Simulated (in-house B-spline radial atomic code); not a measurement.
**Zn⁺ in a hard spherical wall**

Wanted: the cost of confining Zn⁺, radius by radius. More than one configuration is followed.

Program: in-house B-spline radial atomic code version 1. Level of theory: scalar-relativistic (spin-free one-electron X2C) Hartree-Fock, spin-polarised, average of configuration, Fermi nucleus, basis-set limit. These are calculated values, not measurements, unless marked.

## 1. The atom as given

```
element       : zinc (Z = 30)
charge        : +1
electrons     : 29
configuration : [Ar] 3d10 4s1
Hamiltonian   : scalar-relativistic (X2C)
nucleus       : Fermi, rms radius 3.928 fm
```

Outer shells as boxes (Hund's rule):

[Ar] 3d10 4s1
```
[Ar] core
3d [↑↓][↑↓][↑↓][↑↓][↑↓]
4s [↑ ]
```

Where spins are not typed, each open shell is filled with up spins first.

Settings, as recorded:

```ini
Z = 30
electrons = 29.0
configuration = [Ar] 3d10 4s1
hamiltonian = x2c
method = hf
spin_polarised = True
nucleus = fermi
rms_radius = 3.9283
mass_number = 64
atomic_mass = 63.929141776
speed_of_light = 137.035999084
```

From the earlier run of the reference: total energy -1794.029871 hartree. Levels, eight at most:

```csv
orbital,occupation,energy (eV),<r> (bohr)
2p up,3,-1074.25,0.1979
3s up,1,-167.23,0.6807
3s down,1,-166.97,0.6814
3p up,3,-114.90,0.7159
3p down,3,-114.89,0.7145
3d up,5,-30.162,0.8790
3d down,5,-30.141,0.8670
4s up,1,-16.971,2.524
```

## 2. Wall at 6.69 bohr, configuration [Ar] 3d10 4s1

Settings, as recorded:

```ini
Z = 30
electrons = 29.0
configuration = [Ar] 3d10 4s1
hamiltonian = x2c
method = hf
spin_polarised = True
nucleus = fermi
rms_radius = 3.9283
mass_number = 64
atomic_mass = 63.929141776
speed_of_light = 137.035999084
wall_radius = 6.69
```

## 3. Wall at 3.68 bohr, configuration [Ar] 3d10 4s1

The settings differ from step 2 so:

```diff
@@ -11,2 +11,2 @@
 speed_of_light = 137.035999084
-wall_radius = 6.69
+wall_radius = 3.68
```

## 4. Wall at 2.34 bohr, configuration [Ar] 3d10 4s1

The settings differ from step 3 so:

```diff
@@ -11,2 +11,2 @@
 speed_of_light = 137.035999084
-wall_radius = 3.68
+wall_radius = 2.34
```

## 5. Wall at 6.69 bohr, configuration [Ar] 3d10 4p1

Settings, as recorded:

```ini
Z = 30
electrons = 29.0
configuration = [Ar] 3d10 4p1
hamiltonian = x2c
method = hf
spin_polarised = True
nucleus = fermi
rms_radius = 3.9283
mass_number = 64
atomic_mass = 63.929141776
speed_of_light = 137.035999084
wall_radius = 6.69
```

## 6. Wall at 3.68 bohr, configuration [Ar] 3d10 4p1

The settings differ from step 5 so:

```diff
@@ -11,2 +11,2 @@
 speed_of_light = 137.035999084
-wall_radius = 6.69
+wall_radius = 3.68
```

## 7. Wall at 2.34 bohr, configuration [Ar] 3d10 4p1

The settings differ from step 6 so:

```diff
@@ -11,2 +11,2 @@
 speed_of_light = 137.035999084
-wall_radius = 3.68
+wall_radius = 2.34
```

## 8. Wall at 6.69 bohr, configuration [Ne] 3s2 3p5 3d10 4s1 4d1

Settings, as recorded:

```ini
Z = 30
electrons = 29.0
configuration = [Ne] 3s2 3p5 3d10 4s1 4d1
hamiltonian = x2c
method = hf
spin_polarised = True
nucleus = fermi
rms_radius = 3.9283
mass_number = 64
atomic_mass = 63.929141776
speed_of_light = 137.035999084
wall_radius = 6.69
```

## 9. Wall at 3.68 bohr, configuration [Ne] 3s2 3p5 3d10 4s1 4d1

The settings differ from step 8 so:

```diff
@@ -11,2 +11,2 @@
 speed_of_light = 137.035999084
-wall_radius = 6.69
+wall_radius = 3.68
```

## 10. Wall at 2.34 bohr, configuration [Ne] 3s2 3p5 3d10 4s1 4d1

The settings differ from step 9 so:

```diff
@@ -11,2 +11,2 @@
 speed_of_light = 137.035999084
-wall_radius = 3.68
+wall_radius = 2.34
```

Before running: What do the energy and the highest level do as the wall closes in, and which configuration is lower at each radius?

**Answer**, as computed:

| configuration | radius (bohr) | energy above the free system (eV) | highest level (eV) |
| --- | --- | --- | --- |
| [Ar] 3d10 4s1 | 6.69 | 0.0418 | -16.933 (4s up) |
| [Ar] 3d10 4s1 | 3.68 | 4.211 | -13.176 (4s up) |
| [Ar] 3d10 4s1 | 2.34 | 46.149 | 15.636 (4s up) |
| [Ar] 3d10 4p1 | 6.69 | 5.933 | -10.968 (4p up) |
| [Ar] 3d10 4p1 | 3.68 | 13.383 | -3.954 (4p up) |
| [Ar] 3d10 4p1 | 2.34 | 63.164 | 32.616 (4p up) |
| [Ne] 3s2 3p5 3d10 4s1 4d1 | 6.69 | 103.95 | -4.606 (4d up) |
| [Ne] 3s2 3p5 3d10 4s1 4d1 | 3.68 | 120.76 | 9.774 (4d up) |
| [Ne] 3s2 3p5 3d10 4s1 4d1 | 2.34 | 202.57 | 58.695 (4d up) |

What this shows: For [Ar] 3d10 4s1 the energy above the free reference is 0.0418 eV at 6.69 bohr and 46.149 eV at 2.34 bohr. Its highest level passes zero between 3.68 and 2.34 bohr; in smaller spheres the level is positive, pushed up by confinement, and the wall keeps the electron in. Of [Ar] 3d10 4s1 and [Ar] 3d10 4p1, the first stays lower at every radius that both share. At 2.34 bohr the lowest of all 3 is [Ar] 3d10 4s1. A hard wall is a crude model of an atom's surroundings.
